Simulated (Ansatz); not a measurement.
# GeNH5 + AsH3: a complex and its separated parts, part 2 of 2

Ansatz 0.2.0, Gaussian basis. Earlier steps stand in the parts before.

### 13 CAM-B3LYP-D4/def2-TZVPP

The inputs:

parta/in.yaml

```yaml
crystal:
  periodic: [false, false, false]
  atoms:
    - {symbol: Ge, position_ang: [-1.128324, -0.489563, 1.226354]}
    - {symbol: N, position_ang: [0.684495, -0.215909, 1.414731]}
    - {symbol: H, position_ang: [-1.885212, -0.711972, 2.557877]}
    - {symbol: H, position_ang: [-1.300560, -1.735629, 0.345033]}
    - {symbol: H, position_ang: [-1.699327, 0.758119, 0.536220]}
    - {symbol: H, position_ang: [0.915675, 0.603483, 1.960193]}
    - {symbol: H, position_ang: [1.172553, -1.005829, 1.814966]}
basis:
  gaussian: {orbitals: def2-TZVPP}
hamiltonian: {xc: {name: CAM-B3LYP}, dispersion: d4}
```

partb/in.yaml

```yaml
crystal:
  periodic: [false, false, false]
  atoms:
    - {symbol: H, position_ang: [0.965078, 0.289351, -1.259670]}
    - {symbol: As, position_ang: [0.249123, 0.430502, -2.595082]}
    - {symbol: H, position_ang: [0.499082, 1.931260, -2.630310]}
    - {symbol: H, position_ang: [1.527414, 0.146084, -3.370309]}
basis:
  gaussian: {orbitals: def2-TZVPP}
hamiltonian: {xc: {name: CAM-B3LYP}, dispersion: d4}
```

The same command starts each run, in its folder.

Command:

```bash
$ ansatz run in.yaml --threads 8 --pin off --events-out ev --progress --plain --max-ram 19148MiB
```

Log of parta, cut to the lines that bear on the results:

```text
Functional definition: CAM-B3LYP
  name "CAM-B3LYP"
  cite "Yanai, Tew & Handy, Chem. Phys. Lett. 393, 51 (2004) doi:10.1016/j.cplett.2004.06.011"
  cite "Iikura, Tsuneda, Yanai & Hirao, J. Chem. Phys. 115, 3540 (2001) doi:10.1063/1.1383587"
  cite "Becke, Phys. Rev. A 38, 3098 (1988) doi:10.1103/PhysRevA.38.3098"
  cite "Lee, Yang & Parr, Phys. Rev. B 37, 785 (1988) doi:10.1103/PhysRevB.37.785"
[...]
839 factors; their error is unknown
225 factors; integrals over basis functions are off by at most 9.7e-6 eV
[...]
mean field -58093.06395781 eV, -2134.8807235566 hartree, gradient 5.1e-5 eV, S^2 0.000000; 0 other end points of the search recorded, 0 dependent functions left out
reference -58093.06406580 eV, -2134.8807275249 hartree; 22, 22 occupied and 127, 127 virtual orbitals, 839 factors
Total energy: -58093.13538685 eV, -2134.8833485251 hartree
```

Output in partb, cut to the lines that bear on the results:

```text
[... 6 set-up lines as earlier in the session ...]
[...]
  # Exact exchange under (alpha + beta erf(omega r))/r, Becke's under what is left of 1/r.
[...]
586 factors; their error is unknown
134 factors; integrals over basis functions are off by at most 9.5e-6 eV
[...]
mean field -60893.16887037 eV, -2237.7826811138 hartree, gradient 8.7e-6 eV, S^2 0.000000; 0 other end points of the search recorded, 0 dependent functions left out
reference -60893.16896742 eV, -2237.7826846804 hartree; 18, 18 occupied and 72, 72 virtual orbitals, 586 factors
Total energy: -60893.19584455 eV, -2237.7836723965 hartree
```

They took 0.7 s (parta), 0.35 s (partb) on 8 threads of Arm Neoverse V1, shared host.

### 14 wB97X-V/def2-TZVPP

The same edit goes into each in.yaml of step 13 (parta, partb):

```diff
-hamiltonian: {xc: {name: CAM-B3LYP}, dispersion: d4}
+hamiltonian: {xc: {name: wB97X-V}}
```

Each run has its own folder and the same command.

Command:

```bash
$ ansatz run in.yaml --threads 8 --pin off --events-out ev --progress --plain --max-ram 19148MiB
```

Log of parta, cut to the lines that bear on the results:

```text
Functional definition: wB97X-V
  name "wB97X-V"
  cite "Mardirossian & Head-Gordon, Phys. Chem. Chem. Phys. 16, 9904 (2014) doi:10.1039/C3CP54374A"
[... 2 set-up lines as earlier in the session ...]
[...]
      + integral(e_c_pw_opposite_spin*poly(b97_u_opposite, cos0, cos1)) + vv10(b, c)
839 factors; their error is unknown
199 factors; integrals over basis functions are off by at most 6.2e-6 eV
[...]
mean field -58084.80362239 eV, -2134.5771618287 hartree, gradient 6.6e-5 eV, S^2 0.000000; 0 other end points of the search recorded, 0 dependent functions left out
reference -58084.80362071 eV, -2134.5771617671 hartree; 22, 22 occupied and 127, 127 virtual orbitals, 839 factors
Total energy: -58084.80362071 eV, -2134.5771617671 hartree
```

Output in partb, cut to the lines that bear on the results:

```text
[... 5 set-up lines as earlier in the session ...]
[...]
      + integral(e_c_pw_opposite_spin*poly(b97_u_opposite, cos0, cos1)) + vv10(b, c)
586 factors; their error is unknown
123 factors; integrals over basis functions are off by at most 2.7e-5 eV
[...]
mean field -60884.22850023 eV, -2237.4541285711 hartree, gradient 3.0e-5 eV, S^2 0.000000; 0 other end points of the search recorded, 0 dependent functions left out
reference -60884.22849891 eV, -2237.4541285226 hartree; 18, 18 occupied and 72, 72 virtual orbitals, 586 factors
Total energy: -60884.22849891 eV, -2237.4541285226 hartree
```

They took 1.5 s (parta), 0.65 s (partb) on 8 threads of Arm Neoverse V1, shared host.

### 15 wB97M-V/def2-TZVPP

Each input of step 14 (parta, partb) changes in the same lines:

```diff
-hamiltonian: {xc: {name: wB97X-V}}
+hamiltonian: {xc: {name: wB97M-V}}
```

The same command starts each run, in its folder.

Command:

```bash
$ ansatz run in.yaml --threads 8 --pin off --events-out ev --progress --plain --max-ram 19148MiB
```

Output in parta, cut to the lines that bear on the results:

```text
Functional definition: wB97M-V
  name "wB97M-V"
  cite "Mardirossian & Head-Gordon, J. Chem. Phys. 144, 214110 (2016) doi:10.1063/1.4952647"
[... 2 set-up lines as earlier in the session ...]
  # Of w^i u^j: cxij and so on, Table III.
[...]
  gx(w, u) = 1 - cx + cx01*u + cx10*w
[...]
      + integral(e_c_pw_mod_opposite_spin*gos(b97_w_opposite, b97_u_opposite)) + vv10(b, c)
836 factors; their error is unknown
199 factors; integrals over basis functions are off by at most 6.2e-6 eV
[...]
mean field -58086.27728928 eV, -2134.6313180880 hartree, gradient 5.6e-5 eV, S^2 0.000000; 0 other end points of the search recorded, 0 dependent functions left out
reference -58086.27732990 eV, -2134.6313195808 hartree; 22, 22 occupied and 127, 127 virtual orbitals, 836 factors
Total energy: -58086.27732990 eV, -2134.6313195808 hartree
```

Log of partb, cut to the lines that bear on the results:

```text
[... 5 set-up lines as earlier in the session ...]
  # Of w^i u^j: cxij and so on, Table III.
[...]
  gx(w, u) = 1 - cx + cx01*u + cx10*w
[...]
      + integral(e_c_pw_mod_opposite_spin*gos(b97_w_opposite, b97_u_opposite)) + vv10(b, c)
581 factors; their error is unknown
123 factors; integrals over basis functions are off by at most 2.7e-5 eV
[...]
mean field -60886.05488362 eV, -2237.5212469229 hartree, gradient 7.2e-6 eV, S^2 0.000000; 0 other end points of the search recorded, 0 dependent functions left out
reference -60886.05491554 eV, -2237.5212480960 hartree; 18, 18 occupied and 72, 72 virtual orbitals, 581 factors
Total energy: -60886.05491554 eV, -2237.5212480960 hartree
```

They took 1.7 s (parta), 0.75 s (partb) on 8 threads of Arm Neoverse V1, shared host.

### 16 B2PLYP/def2-TZVPP

Each input of step 15 (parta, partb) changes in the same lines:

```diff
-hamiltonian: {xc: {name: wB97M-V}}
+hamiltonian: {xc: {name: B2PLYP}}
```

Each run has its own folder and the same command.

Command:

```bash
$ ansatz run in.yaml --threads 8 --pin off --events-out ev --progress --plain --max-ram 19148MiB
```

Log of parta, cut to the lines that bear on the results:

```text
Functional definition: B2PLYP
  name "B2PLYP"
  cite "Grimme, J. Chem. Phys. 124, 034108 (2006) doi:10.1063/1.2148954"
[... 2 set-up lines as earlier in the session ...]
[...]
886 factors; integrals over basis functions are off by at most 8.2e-4 eV
[...]
mean field -58074.76999905 eV, -2134.2084329721 hartree, gradient 2.0e-6 eV, S^2 0.000000; 0 other end points of the search recorded, 0 dependent functions left out
10 core orbitals not correlated: weight in the atoms' cores, before any rotation towards them, 1.000 or more for the frozen orbitals, at most 0.000 for the correlated occupied ones
reference -58074.77014070 eV, -2134.2084381776 hartree; 12, 12 occupied and 127, 127 virtual orbitals, 886 factors
second order -16.11307375 eV of doubles, -0.00000000 eV of singles
Total energy: -58079.12067061 eV, -2134.3683172030 hartree
```

partb printed, cut to the lines that bear on the results:

```text
[... 5 set-up lines as earlier in the session ...]
[...]
537 factors; integrals over basis functions are off by at most 9.8e-4 eV
[...]
mean field -60877.05019437 eV, -2237.1903306965 hartree, gradient 9.9e-6 eV, S^2 0.000000; 0 other end points of the search recorded, 0 dependent functions left out
9 core orbitals not correlated: weight in the atoms' cores, before any rotation towards them, 1.000 or more for the frozen orbitals, at most 0.000 for the correlated occupied ones
reference -60877.05032079 eV, -2237.1903353421 hartree; 9, 9 occupied and 72, 72 virtual orbitals, 537 factors
second order -9.43918876 eV of doubles, -0.00000000 eV of singles
Total energy: -60879.59890175 eV, -2237.2839939651 hartree
```

They took 1 s (parta), 0.4 s (partb) on 8 threads of Arm Neoverse V1, shared host.

### 17 PBE-QIDH/def2-TZVPP

Each input of step 16 (parta, partb) changes in the same lines:

```diff
-hamiltonian: {xc: {name: B2PLYP}}
+hamiltonian: {xc: {name: PBE-QIDH}}
```

One command serves all of them, each in its own folder.

Command:

```bash
$ ansatz run in.yaml --threads 8 --pin off --events-out ev --progress --plain --max-ram 19148MiB
```

Output in parta, cut to the lines that bear on the results:

```text
Functional definition: PBE-QIDH
  name "PBE-QIDH"
  cite "Brémond, Sancho-García, Pérez-Jiménez & Adamo, J. Chem. Phys. 141, 031101 (2014) doi:10.1063/1.4890314"
[... 1 set-up line as earlier in the session ...]
[...]
886 factors; integrals over basis functions are off by at most 8.2e-4 eV
[...]
mean field -58067.43902945 eV, -2133.9390248085 hartree, gradient 3.5e-6 eV, S^2 0.000000; 0 other end points of the search recorded, 0 dependent functions left out
10 core orbitals not correlated: weight in the atoms' cores, before any rotation towards them, 1.000 or more for the frozen orbitals, at most 0.000 for the correlated occupied ones
reference -58067.43904020 eV, -2133.9390252037 hartree; 12, 12 occupied and 127, 127 virtual orbitals, 886 factors
second order -14.95828060 eV of doubles, -0.00000000 eV of singles
Total energy: -58072.42513374 eV, -2134.1222607613 hartree
```

Output in partb, cut to the lines that bear on the results:

```text
[... 4 set-up lines as earlier in the session ...]
[...]
537 factors; integrals over basis functions are off by at most 9.8e-4 eV
[...]
mean field -60870.65566729 eV, -2236.9553361608 hartree, gradient 3.7e-6 eV, S^2 0.000000; 0 other end points of the search recorded, 0 dependent functions left out
9 core orbitals not correlated: weight in the atoms' cores, before any rotation towards them, 1.000 or more for the frozen orbitals, at most 0.000 for the correlated occupied ones
reference -60870.65567624 eV, -2236.9553364895 hartree; 9, 9 occupied and 72, 72 virtual orbitals, 537 factors
second order -8.78925383 eV of doubles, -0.00000000 eV of singles
Total energy: -60873.58542752 eV, -2237.0630028631 hartree
```

Times: 1.1 s (parta), 0.45 s (partb) on 8 threads of Arm Neoverse V1, shared host.

### 18 RPA on PBE/def2-TZVPP

The same edit goes into each in.yaml of step 17 (parta, partb):

```diff
-hamiltonian: {xc: {name: PBE-QIDH}}
+hamiltonian: {xc: pbe}
+correlation: {method: rpa}
```

One command serves all of them, each in its own folder.

Command:

```bash
$ ansatz run in.yaml --threads 8 --pin off --events-out ev --progress --plain --max-ram 19148MiB
```

parta printed, cut to the lines that bear on the results:

```text
[... 4 set-up lines as earlier in the session ...]
[...]
886 factors; integrals over basis functions are off by at most 8.2e-4 eV
[...]
mean field -58079.74475799 eV, -2134.3912519911 hartree, gradient 2.6e-6 eV, S^2 0.000000; 0 other end points of the search recorded, 0 dependent functions left out
10 core orbitals not correlated: weight in the atoms' cores, before any rotation towards them, 1.000 or more for the frozen orbitals, at most 0.000 for the correlated occupied ones
reference -58034.09998283 eV, -2132.7138374432 hartree; 12, 12 occupied and 127, 127 virtual orbitals, 886 factors
Total energy: -58055.89247506 eV, -2133.5146967611 hartree
```

Output in partb, cut to the lines that bear on the results:

```text
[... 4 set-up lines as earlier in the session ...]
[...]
537 factors; integrals over basis functions are off by at most 9.8e-4 eV
[...]
mean field -60880.50700040 eV, -2237.3173659748 hartree, gradient 4.0e-7 eV, S^2 0.000000; 0 other end points of the search recorded, 0 dependent functions left out
9 core orbitals not correlated: weight in the atoms' cores, before any rotation towards them, 1.000 or more for the frozen orbitals, at most 0.000 for the correlated occupied ones
reference -60842.13941961 eV, -2235.9073833873 hartree; 9, 9 occupied and 72, 72 virtual orbitals, 537 factors
Total energy: -60855.12622527 eV, -2236.3846396925 hartree
```

They took 1 s (parta), 0.4 s (partb) on 8 threads of Arm Neoverse V1, shared host.

### 19 CCSD(T)/def2-TZVPP

Each input of step 18 (parta, partb) changes in the same lines:

```diff
-hamiltonian: {xc: pbe}
-correlation: {method: rpa}
+correlation: {method: ccsd_t}
```

One command serves all of them, each in its own folder.

Command:

```bash
$ ansatz run in.yaml --threads 8 --pin off --events-out ev --progress --plain --max-ram 19148MiB
```

Output in parta, cut to the lines that bear on the results:

```text
Functional definition: HF
  name "HF"
  cite "Fock, Z. Phys. 61, 126 (1930) doi:10.1007/BF01340294"
[... 1 set-up line as earlier in the session ...]
[...]
886 factors; integrals over basis functions are off by at most 8.2e-4 eV
[...]
mean field -58035.17464359 eV, -2132.7533304976 hartree, gradient 1.5e-6 eV, S^2 0.000000; 0 other end points of the search recorded, 0 dependent functions left out
10 core orbitals not correlated: weight in the atoms' cores, before any rotation towards them, 1.000 or more for the frozen orbitals, at most 0.000 for the correlated occupied ones
reference -58035.17464359 eV, -2132.7533304976 hartree; 12, 12 occupied and 127, 127 virtual orbitals, 886 factors
second order -13.29799895 eV of doubles, -0.00000000 eV of singles
cycle   1  -13.40509655 eV  change   -1.1e-1 eV  update   8.2e-2
[...]
cycle   9  -13.87476622 eV  change   -1.2e-6 eV  update   1.5e-5
perturbative correction -0.47162634 eV, -0.0173319482 hartree
Total energy: -58049.52103615 eV, -2133.2805506999 hartree
```

Log of partb, cut to the lines that bear on the results:

```text
[... 4 set-up lines as earlier in the session ...]
[...]
537 factors; integrals over basis functions are off by at most 9.8e-4 eV
[...]
mean field -60842.78543384 eV, -2235.9311239723 hartree, gradient 2.1e-6 eV, S^2 0.000000; 1 other end points of the search recorded, 0 dependent functions left out
9 core orbitals not correlated: weight in the atoms' cores, before any rotation towards them, 1.000 or more for the frozen orbitals, at most 0.000 for the correlated occupied ones
reference -60842.78543384 eV, -2235.9311239723 hartree; 9, 9 occupied and 72, 72 virtual orbitals, 537 factors
second order -7.80789309 eV of doubles, -0.00000000 eV of singles
cycle   1  -7.98513785 eV  change   -1.8e-1 eV  update   6.8e-2
[...]
cycle   8  -8.29521015 eV  change   -1.6e-5 eV  update   1.7e-5
perturbative correction -0.26431905 eV, -0.0097135458 hartree
Total energy: -60851.34496303 eV, -2236.2456808684 hartree
```

Wall times: 6.5 s (parta), 0.75 s (partb) on 8 threads of Arm Neoverse V1, shared host; peak memory 0.97 GiB.

### 20 Vibrations of GeNH5

File vib-parta/in.yaml:

```yaml
crystal:
  periodic: [false, false, false]
  atoms:
    - {symbol: Ge, position_ang: [-1.128324, -0.489563, 1.226354]}
    - {symbol: N, position_ang: [0.684495, -0.215909, 1.414731]}
    - {symbol: H, position_ang: [-1.885212, -0.711972, 2.557877]}
    - {symbol: H, position_ang: [-1.300560, -1.735629, 0.345033]}
    - {symbol: H, position_ang: [-1.699327, 0.758119, 0.536220]}
    - {symbol: H, position_ang: [0.915675, 0.603483, 1.960193]}
    - {symbol: H, position_ang: [1.172553, -1.005829, 1.814966]}
basis:
  gaussian: {orbitals: def2-TZVP}
hamiltonian: {xc: pbe0, dispersion: d4}
phonons: {temperatures: {t_min: 298.15, t_max: 900, t_step: 200}}
```

Command:

```bash
$ ansatz run in.yaml --threads 8 --pin off --events-out ev --progress --plain --max-ram 19148MiB
```

Log, cut to the lines that bear on the results:

```text
[... 5 set-up lines as earlier in the session ...]
[...]
776 factors; their error is unknown
[...]
mean field -58081.38876529 eV, -2134.4516681451 hartree, gradient 5.7e-5 eV, S^2 0.000000; 0 other end points of the search recorded, 0 dependent functions left out
[...]
Atom 4 at    -1.699327     0.758119     0.536220 Å, force    -0.000211     0.000648     0.000020 eV/Å
Atom 5 at     0.915675     0.603483     1.960193 Å, force     0.001383     0.000608    -0.001008 eV/Å
Atom 6 at     1.172553    -1.005829     1.814966 Å, force     0.001243     0.000407     0.001011 eV/Å
Dipole moment:     0.043690    -0.014472     0.237561 e Å
Vibrations: 172.86 541.19 575.76 641.57 709.76 856.61 883.05 889.92 946.38 1584.66 2102.01 2165.19 2169.77 3554.82 3646.71 cm⁻¹, zero-point energy 1.329126 eV
```

Run time: 15 s. Hardware: 8 threads of Arm Neoverse V1, shared host.

Wavenumbers and character of the modes:

| mode | wavenumber (cm⁻¹) | character |
| --- | --- | --- |
| 1 | 173 | torsion |
| 2 | 541 | bend with torsion |
| 3 | 576 | bend |
| 4 | 642 | bend with Ge–N stretch |
| 5 | 710 | Ge–N stretch with bend |
| 6 | 857 | bend |
| 7 | 883 | bend |
| 8 | 890 | bend with wag or twist |
| 9 | 946 | bend |
| 10 | 1585 | bend |
| 11 | 2102 | Ge–H stretch |
| 12 | 2165 | Ge–H stretch |
| 13 | 2170 | Ge–H stretch |
| 14 | 3555 | N–H stretch |
| 15 | 3647 | N–H stretch |

Vibrational sums (real modes only):

| T (K) | entropy (J/mol/K) | heat capacity (J/mol/K) |
| --- | --- | --- |
| 298 | 19.8 | 33.4 |
| 498 | 43.0 | 57.3 |
| 698 | 65.0 | 72.8 |
| 898 | 84.7 | 83.9 |

### 21 Vibrations of AsH3

File vib-partb/in.yaml:

```yaml
crystal:
  periodic: [false, false, false]
  atoms:
    - {symbol: H, position_ang: [0.965078, 0.289351, -1.259670]}
    - {symbol: As, position_ang: [0.249123, 0.430502, -2.595082]}
    - {symbol: H, position_ang: [0.499082, 1.931260, -2.630310]}
    - {symbol: H, position_ang: [1.527414, 0.146084, -3.370309]}
basis:
  gaussian: {orbitals: def2-TZVP}
hamiltonian: {xc: pbe0, dispersion: d4}
phonons: {temperatures: {t_min: 298.15, t_max: 900, t_step: 200}}
```

Command:

```bash
$ ansatz run in.yaml --threads 8 --pin off --events-out ev --progress --plain --max-ram 19148MiB
```

Log, cut to the lines that bear on the results:

```text
[... 5 set-up lines as earlier in the session ...]
[...]
555 factors; their error is unknown
[...]
mean field -60882.34397082 eV, -2237.3848733927 hartree, gradient 5.8e-6 eV, S^2 0.000000; 0 other end points of the search recorded, 0 dependent functions left out
[...]
Atom 1 at     0.249123     0.430502    -2.595082 Å, force     0.004134     0.002563     0.000743 eV/Å
Atom 2 at     0.499082     1.931260    -2.630310 Å, force    -0.000791    -0.002749    -0.000096 eV/Å
Atom 3 at     1.527414     0.146084    -3.370309 Å, force    -0.002104     0.000248     0.000876 eV/Å
Dipole moment:     0.062672     0.030016     0.014662 e Å
Vibrations: 921.31 1018.08 1018.09 2214.74 2228.36 2228.50 cm⁻¹, zero-point energy 0.596927 eV
```

Wall time 4 s (8 threads of Arm Neoverse V1, shared host).

The modes, with what each moves most:

| mode | wavenumber (cm⁻¹) | character |
| --- | --- | --- |
| 1 | 921 | bend |
| 2 | 1018 | bend |
| 3 | 1018 | bend |
| 4 | 2215 | As–H stretch |
| 5 | 2228 | As–H stretch |
| 6 | 2228 | As–H stretch |

Vibrational sums (real modes only):

| T (K) | entropy (J/mol/K) | heat capacity (J/mol/K) |
| --- | --- | --- |
| 298 | 1.3 | 5.0 |
| 498 | 6.2 | 14.9 |
| 698 | 12.6 | 23.3 |
| 898 | 19.3 | 29.9 |

### 22 Complex less separated parts

The complex's own energies come from single points at the same levels.

Rows are in def2-TZVPP; times add the 3 runs of a level on a shared host, so small differences are noise.

Differences are taken before rounding.

| method | rung | complex less parts (kJ/mol) | from CCSD(T) (kJ/mol) | time |
| --- | --- | --- | --- | --- |
| SPW92 | LDA | -12.2 | -5.6 | 1.3 s |
| PBE-D4 | GGA | -8.8 | -2.2 | 2 s |
| BLYP-D4 | GGA | -7.6 | -1.0 | 2 s |
| r2SCAN-D4 | meta-GGA | -5.8 | +0.8 | 4.3 s |
| B97M-V | meta-GGA | -5.8 | +0.8 | 8 s |
| PBE0-D4 | hybrid | -8.0 | -1.4 | 2.9 s |
| B3LYP-D4 | hybrid | -7.7 | -1.1 | 2.7 s |
| r2SCAN0-D4 | hybrid | -6.2 | +0.3 | 4.7 s |
| BHLYP-D4 | hybrid | -8.0 | -1.4 | 2.7 s |
| CAM-B3LYP-D4 | range-separated hybrid | -7.1 | -0.5 | 3.1 s |
| wB97X-V | range-separated hybrid | -6.5 | +0.1 | 6.3 s |
| wB97M-V | range-separated hybrid | -6.6 | 0.0 | 8 s |
| B2PLYP | double hybrid | -2.1 | +4.5 | 4.8 s |
| PBE-QIDH | double hybrid | -4.7 | +1.9 | 5 s |
| RPA on PBE | RPA | -4.7 | +1.8 | 4.5 s |
| Hartree-Fock | wavefunction | 3.9 | +10.5 |  |
| MP2 | wavefunction | -7.4 | -0.8 |  |
| CCSD | wavefunction | -5.1 | +1.5 |  |
| CCSD(T) | wavefunction | -6.6 | 0 | 2.3 min |

Among the levels timed on like hardware and quicker than the yardstick, those that no quicker one beats, quickest first: SPW92 (1.3 s, -5.6 kJ/mol); BLYP-D4 (2 s, -1.0 kJ/mol); CAM-B3LYP-D4 (3.1 s, -0.5 kJ/mol); r2SCAN0-D4 (4.7 s, +0.3 kJ/mol); wB97X-V (6.3 s, +0.1 kJ/mol); wB97M-V (8 s, 0.0 kJ/mol).

wB97M-V reaches 0.0 kJ/mol from the reference in 8 s, where CCSD(T) took 2.3 min; the quickest level in the cost chart, SPW92, takes 1.3 s and misses by 5.6 kJ/mol.

The complex's zero-point energy, from a separate PBE0-D4 run, is 1.948 eV.

### 23 What came out

The summary covers parts 1 to 2.

```
                              quantity        value
complex less parts, CCSD(T)/def2-TZVPP  -6.6 kJ/mol
                with zero-point energy  -4.4 kJ/mol
                 largest T1 diagnostic        0.013
```

What this shows: At CCSD(T) the complex lies 6.6 kJ/mol below its parts. Among the functionals wB97M-V lands nearest to CCSD(T) (0.0 kJ/mol) and SPW92 farthest (-5.6 kJ/mol). Mean unsigned error by rung: LDA 5.6, GGA 1.6, meta-GGA 0.8, hybrid 1.1, range-separated hybrid 0.2, double hybrid 3.2 kJ/mol. The double hybrids carry no dispersion term here, unlike the levels marked D4 or V. PBE-D4 gives a relative energy 2.2 kJ/mol too low, an error of 34 % of the reference. The complex's frequency run has imaginary modes: the structure is no minimum, so both the energy and the zero-point correction are in doubt. No counterpoise was applied, and triple zeta lacks some correlation, so the CCSD(T) reference has a basis error of its own, and close matches with it are partly luck.
